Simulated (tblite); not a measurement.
# C3H10N2OSi2: the cost of one run

The runs use tblite 0.8.0 and PySCF 2.14.0, with density-fitted response routines of our own; the level of theory stands in each step. All values are computed, except where a source is named. Atoms count from 0, in the outputs and in this text.

## 1. The starting structure

18 atoms, charge 0, multiplicity 1; geometry from: force field or distance geometry start.

Bonds of the start (Å): C0–N1 1.28, N1–C2 1.36, C2–C3 1.35, C2–O4 1.38, O4–Si5 1.65, Si5–N6 1.70, N6–Si7 1.70, C0–H8 1.10, C0–H9 1.11, C3–H10 1.08, C3–H11 1.09, Si5–H12 1.48, Si5–H13 1.48, N6–H14 1.00, Si7–H15 1.48, Si7–H16 1.48, Si7–H17 1.47.

## 2. Optimising the geometry with GFN2-xTB

What the job is given:

```
{"job": {"kind": "relax", "xc": "GFN2-xTB", "basis": "xTB"}, "charge": 0, "multiplicity": 1}
C     -2.768300     0.189600     1.308300
N     -2.059900    -0.783700     0.867500
C     -1.694600    -0.688300    -0.439800
C     -2.506300    -1.173600    -1.401600
O     -0.521600    -0.093000    -0.844100
Si     0.769900     0.103600     0.159800
N      1.976700     0.858900    -0.771300
Si     3.391200     1.010100     0.155400
H     -3.085200     1.046600     0.687200
H     -3.114700     0.197200     2.363600
H     -2.236200    -1.114100    -2.441500
H     -3.439300    -1.678700    -1.137000
H      1.280100    -1.216200     0.607100
H      0.430700     0.990900     1.296900
H      2.154300     0.284200    -1.575700
H      3.884600    -0.341400     0.512200
H      3.142500     1.839100     1.355900
H      4.387300     1.655100    -0.714300
```

Run with:

```console
OMP_NUM_THREADS=1 python probes_run.py task.json out
```

One launch serves the whole session: the jobs run in the order shown.

Q: Estimate the wall time and peak memory of this first job on 1 thread of Arm Neoverse N1, shared host.

About 1.8 s, with a peak of 0.18 GiB.
